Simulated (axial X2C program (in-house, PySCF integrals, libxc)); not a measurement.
**A two-component session on PdB⁻: properties at the nuclei**

Aim: properties at the nuclei of PdB⁻, with spin–orbit coupling in the Hamiltonian from the start.

Method: two-component X2C with atomic mean-field terms, Pd dyall-acv3z, B dyall-av3z; program: an in-house X2C program for linear molecules on PySCF integrals.

All values are calculated.

**1. Set-up**

task.json reads:

```json
{"zs": [46, 5], "q": -1, "bas": ["dyall-acv3z", "dyall-av3z"], "r0": 2.05, "levels": ["PBE0", "HF", "BP86", "B3LYP", "BHandHLYP"], "nst": 3}
```

Keys: zs atomic numbers; q charge; bas basis sets; r0 starting distance in Å; levels methods (HF also brings MP2); nst determinants followed.

On the command line:

```console
$ python soeom.py task.json out
```

The runs that follow: Expectation values, lowest determinant; Expectation values, a higher determinant; Expectation values, a higher determinant.

Before running it: what results should come out? Wanted: lowest determinant; qzz Pd; qzz B; higher determinant; Eeff magnitude; Ws magnitude Pd; A∥/gI Pd (for each run or level that gives them).

The runs gave:

| quantity | value |
| --- | --- |
| lowest determinant | Ω = 0 (closed shell) |
| qzz Pd (a.u.), PBE0 | 2.48 |
| qzz B (a.u.), PBE0 | -0.37 |
| higher determinant | Ω = 2 (excess of +ω over −ω: ω = 1/2, ω = 3/2) |
| Eeff magnitude (GV/cm), PBE0, higher determinant | 1.03 |
| Ws magnitude Pd (kHz), PBE0, higher determinant | 0.307 |
| A∥/gI Pd (MHz), PBE0, higher determinant | 1260 |
| qzz Pd (a.u.), PBE0, higher determinant | 2.59 |
| higher determinant | Ω = 1 (excess of +ω over −ω: 2 × ω = 1/2) |
| Eeff magnitude (GV/cm), PBE0, higher determinant | 0.897 |
| Ws magnitude Pd (kHz), PBE0, higher determinant | 0.351 |
| A∥/gI Pd (MHz), PBE0, higher determinant | 2760 |
| qzz Pd (a.u.), PBE0, higher determinant | 2.44 |

**Reading.** The expectation values come from single determinants, which for open shells can mix terms of unlike spin or miss the lowest Ω, so a determinant need not be a state. Eeff is the effective electric field on the electron dipole moment in this Ω state and Ws the scalar–pseudoscalar constant (defined with the proton number Z and per Ω); A∥ is the parallel hyperfine constant, which follows by multiplying with the nuclear g factor gI = μI/(I μN); qzz is the electric field gradient, eQq0 = 234.96 MHz × Q/barn × qzz. The operators were transformed with the bare-nucleus X2C matrices.
